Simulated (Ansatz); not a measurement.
**WF6 (tungsten hexafluoride): revPBE/def2-SVP (core potential)**

Aim: the energy change on altering one bond length of WF6 (tungsten hexafluoride) at revPBE/def2-SVP (core potential), from 2 runs. 

The calculation is run with Ansatz 0.2.0.

1 further run of the same task is left out (it didn't finish). Runs told in other sessions of the task aren't counted.

**1. Starting point**

WF6: 7 atoms, total charge 0, spin state singlet. SMILES: `[F][W]([F])([F])([F])([F])[F]`. The shape is that of a PBE0-D4/def2-TZVP optimisation.

Bond lengths: F1–W2 1.834 Å, W2–F3 1.834 Å, W2–F4 1.834 Å, W2–F5 1.834 Å, W2–F6 1.834 Å, W2–F7 1.834 Å. Some angles: F1–W2–F3 90.1°, F1–W2–F4 90.0°, F1–W2–F5 90.0°, F1–W2–F6 89.9°, F1–W2–F7 179.9°, F3–W2–F4 89.9°, F3–W2–F5 179.9°, F3–W2–F6 90.0°, F3–W2–F7 90.0°, F4–W2–F5 90.0°.

**2. The energy at revPBE/def2-SVP (core potential)**

File run.yaml:

```yaml
crystal:
  periodic: [false, false, false]
  atoms:
    - {symbol: F, position_ang: [-1.052560, -0.121830, -1.496370]}
    - {symbol: W, position_ang: [0.000030, -0.000000, -0.000010]}
    - {symbol: F, position_ang: [-1.440140, -0.427080, 1.051380]}
    - {symbol: F, position_ang: [0.416270, -1.779440, -0.149230]}
    - {symbol: F, position_ang: [1.442130, 0.426350, -1.049020]}
    - {symbol: F, position_ang: [-0.420310, 1.778520, 0.148430]}
    - {symbol: F, position_ang: [1.054590, 0.123460, 1.494820]}
basis:
  gaussian:
    orbitals: def2-SVP
hamiltonian:
  xc: {name: revPBE}
accuracy: high
output: {orbitals: {seedname: orbitals}}
```

The run is started by

```console
$ ansatz run run.yaml --threads 1 --pin off --max-ram 3480MiB --events-out events.jsonl --progress --plain --runs-dir runs
```

Output:

```text
Warning: RAYON_NUM_THREADS=1 ignored (pool sized by the plan → 1); use --threads N
Functional definition: revPBE
  name "revPBE"
  parameter kappa = 1.245
  parameter beta = 0.06672455060314922
  exchange = pbe_x(kappa = kappa, mu = beta*pi^2/3)
  correlation = pbe_c(beta = beta)
2517 factors; integrals over basis functions are off by at most 6.2e-9 eV
mean field evaluation 1: about -18106.1954 eV, gradient 8.5e1 eV
mean field evaluation 2: about -17977.5230 eV, gradient 2.8e2 eV
mean field evaluation 4: about -18118.4192 eV, gradient 7.7e0 eV
mean field evaluation 8: about -18118.5468 eV, gradient 2.1e-1 eV
mean field evaluation 16: about -18118.5469 eV, gradient 3.9e-6 eV
mean field -18118.54686410 eV, -665.8443160634 hartree, gradient 2.9e-8 eV, S^2 0.000000; 0 other end points of the search recorded, 0 dependent functions left out
reference -18118.54687038 eV, -665.8443162942 hartree; 34, 34 occupied and 82, 82 virtual orbitals, 2517 factors
Total energy: -18118.54687038 eV, -665.8443162942 hartree
```

Run time: 13 s. Hardware: 1 thread of Arm Neoverse V1, shared host; peak memory 0.37 GiB.

**3. The distorted shape**

File in.yaml:

```yaml
crystal:
  periodic: [false, false, false]
  atoms:
    - {symbol: F, position_ang: [-1.268903, -0.185791, -1.338998]}
    - {symbol: W, position_ang: [-0.216313, -0.063961, 0.157362]}
    - {symbol: F, position_ang: [-1.656483, -0.491041, 1.208752]}
    - {symbol: F, position_ang: [0.199927, -1.843401, 0.008142]}
    - {symbol: F, position_ang: [1.442130, 0.426350, -1.049020]}
    - {symbol: F, position_ang: [-0.636653, 1.714559, 0.305802]}
    - {symbol: F, position_ang: [0.838247, 0.059499, 1.652192]}
basis:
  gaussian: {orbitals: def2-SVP}
hamiltonian: {xc: {name: revPBE}}
accuracy: high
output: {orbitals: {seedname: orbitals}}
```

The run is started by

```console
$ ansatz run in.yaml --threads 1 --pin off --max-ram 3480MiB --events-out events.jsonl --progress --plain --runs-dir runs
```

Output (excerpt; [...] marks lines left out):

```text
Warning: RAYON_NUM_THREADS=1 ignored (pool sized by the plan → 1); use --threads N
[... 6 set-up lines as earlier in the session ...]
2504 factors; integrals over basis functions are off by at most 3.0e-9 eV
mean field evaluation 1: about -18104.0811 eV, gradient 8.9e1 eV
mean field evaluation 2: about -17767.3879 eV, gradient 3.5e2 eV
mean field evaluation 4: about -18116.1768 eV, gradient 3.2e1 eV
mean field evaluation 8: about -18118.0092 eV, gradient 3.5e-1 eV
mean field evaluation 16: about -18118.0174 eV, gradient 5.7e-3 eV
mean field -18118.01743372 eV, -665.8248598559 hartree, gradient 5.7e-8 eV, S^2 0.000000; 0 other end points of the search recorded, 0 dependent functions left out
reference -18118.01744015 eV, -665.8248600922 hartree; 34, 34 occupied and 82, 82 virtual orbitals, 2504 factors
Total energy: -18118.01744015 eV, -665.8248600922 hartree
```

Wall time 13 s (1 thread of Arm Neoverse V1, shared host); peak memory 0.36 GiB.

**4. Summary of results**

Level: revPBE/def2-SVP (core potential).

```
                                                         quantity          value
                                        first shape: total energy  -665.84432 Eh
                                         first shape: HOMO energy      -10.46 eV
                                         first shape: LUMO energy       -5.00 eV
                                       first shape: HOMO–LUMO gap        5.46 eV
                                    distorted shape: total energy  -665.82486 Eh
                                     distorted shape: HOMO energy       -9.29 eV
                                     distorted shape: LUMO energy       -5.55 eV
                                   distorted shape: HOMO–LUMO gap        3.75 eV
energy change with the W2–F5 bond stretched from 1.834 to 2.109 Å       0.529 eV
```

What this shows: With the W2–F5 bond stretched from 1.834 to 2.109 Å the energy rises by 0.53 eV (51.1 kJ/mol). The first shape isn't relaxed at this level, so the change isn't measured from a minimum.
